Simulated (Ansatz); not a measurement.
# ClCu: the cost of one run

The runs use Ansatz 0.2.0, Gaussian basis; def2-QZVPP, core rule «outside noble gas», up to 14 orbitals frozen.

The runs, in order: UHF; ROHF; CCSD(T) on UHF.

2 further runs of the same task are left out: 2 set aside as unsound or not needed.

### 1 The geometry

The geometry is a PBE0/def2-TZVP stationary point (not a proven minimum) of the parent state, kept for this charge and spin.

2 atoms, charge 0, spin multiplicity 3.

Atoms are counted from 1 here; the program's logs count them from 0.

Bond lengths: Cu1–Cl2 2.076 Å.

### 2 UHF

File in.yaml:

```yaml
crystal:
  periodic: [false, false, false]
  atoms:
    - {symbol: Cu, position_ang: [0.000000, 0.000000, 0.000000]}
    - {symbol: Cl, position_ang: [0.000000, 0.000000, 2.075895]}
basis:
  gaussian: {orbitals: "def2-QZVPP.json"}
magnetization: {spin_polarized: true, initial_magnetization: 2}
hamiltonian: {xc: hf}
output: {orbitals: {seedname: orbitals}}
```

Started as:

```sh
> ansatz run in.yaml --threads 1 --pin off --events-out ev --progress --plain --max-ram 4096MiB --backend cpu
```

**Question.** How long does this run take on 1 thread of AMD EPYC 7R13, shared host, and how much memory does it need?

About 40 s, with a peak of 0.61 GiB.
